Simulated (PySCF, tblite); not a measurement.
**C₄H₁₃BrSi₂: geometry, infrared bands and NMR shifts**

Wanted: the infrared bands and NMR shifts of C₄H₁₃BrSi₂ (`C[SiH](C)C[C@@H]([SiH3])Br`), by calculation.

The runs use tblite 0.8.0 and PySCF 2.14.0, with density-fitted response routines of our own; the level of theory stands in each step. All values are computed, except where a source is named. Atoms count from 0, in the outputs and in this text.

### Step 1. The molecule as given

20 atoms, charge 0, multiplicity 1; geometry from: force field or distance geometry start.

Bonds of the start (Å): C0–Si1 1.88, Si1–C2 1.85, Si1–C3 1.84, C3–C4 1.50, C4–Si5 1.87, C4–Br6 1.90, C0–H7 1.11, C0–H8 1.12, C0–H9 1.11, Si1–H10 1.49, C2–H11 1.10, C2–H12 1.12, C2–H13 1.12, C3–H14 1.12, C3–H15 1.12, C4–H16 1.12, Si5–H17 1.47, Si5–H18 1.48, Si5–H19 1.45.

### Step 2. Geometry optimisation with GFN2-xTB

The job: settings as JSON, then the geometry in Å.

```
{"job": {"kind": "relax", "xc": "GFN2-xTB", "basis": "xTB"}, "charge": 0, "multiplicity": 1}
C     -2.015300     0.333700     1.692200
Si    -1.170700    -0.474800     0.221600
C     -2.204100    -0.100900    -1.261700
C      0.515400     0.262800     0.139100
C      1.558800    -0.601400    -0.505000
Si     3.134500     0.395900    -0.451400
Br     1.798300    -2.319700     0.278900
H     -2.279400    -0.452700     2.425600
H     -1.272000     0.987300     2.223200
H     -2.886000     0.938000     1.363800
H     -1.154100    -1.944800     0.449400
H     -1.664500    -0.217000    -2.213900
H     -3.080300    -0.800000    -1.235300
H     -2.623400     0.935200    -1.166900
H      0.483800     1.225500    -0.427800
H      0.883600     0.505800     1.171900
H      1.291900    -0.680100    -1.587200
H      2.909700     1.681500     0.223400
H      4.078100    -0.337300     0.414400
H      3.690500     0.673500    -1.757300
```

On the command line:

```sh
$ OMP_NUM_THREADS=1 python probes_run.py task.json out
```

The driver reads the jobs from task.json and runs them one after another.

**Question.** This job is followed by: GFN2-xTB harmonic vibrations, gas phase; GIAO PBE0/pcSseg-1 NMR shielding, non-relativistic, gas phase. Predict these results of the whole session: strongest single infrared mode (GFN2-xTB); zero-point energy (GFN2-xTB); ¹³C shifts against TMS (PBE0/pcSseg-1); ¹H shifts against TMS (PBE0/pcSseg-1, means over atoms taken as alike); ²⁹Si shifts against TMS (PBE0/pcSseg-1); ⁷⁹Br shifts against HBr (PBE0/pcSseg-1).

As calculated:

```
                                                              quantity                                         value
                             strongest single infrared mode (GFN2-xTB)                          790 cm⁻¹, 378 km/mol
                                          zero-point energy (GFN2-xTB)                                 94.8 kcal/mol
                                ¹³C shifts against TMS (PBE0/pcSseg-1)                    45.0, 26.7, -3.9, -6.2 ppm
¹H shifts against TMS (PBE0/pcSseg-1, means over atoms taken as alike)  4.91, 4.09, 3.66, 1.45, 0.99, 0.24, 0.04 ppm
                               ²⁹Si shifts against TMS (PBE0/pcSseg-1)                              -20.8, -54.0 ppm
                               ⁷⁹Br shifts against HBr (PBE0/pcSseg-1)                                       393 ppm
```

Relaxing lowered the energy by 0.754 eV in 182 steps; the close pair that moved most is Si1–C3, from 1.842 to 1.919 Å. No mode is imaginary among the 54: a minimum at this level. The strongest single mode, at 790 cm⁻¹, has its largest shares on H19, H18, Si5 and H17 (the list is cut at 4 atoms). GFN2-xTB is a fitted tight-binding method: band positions and strengths are rough. Its intensities can rank the bands wrongly. C4 stands next to heavy halogen, whose spin-orbit shielding this run leaves out, so the computed shift lies too far downfield, most of all for carbon beside Br or I. At PBE0/pcSseg-1: The widest tensor belongs to Br6: span 1214 ppm, with a paramagnetic part of -896 ppm. Spin-orbit coupling is left out, which matters for shieldings and couplings at and beside the heavy atoms.
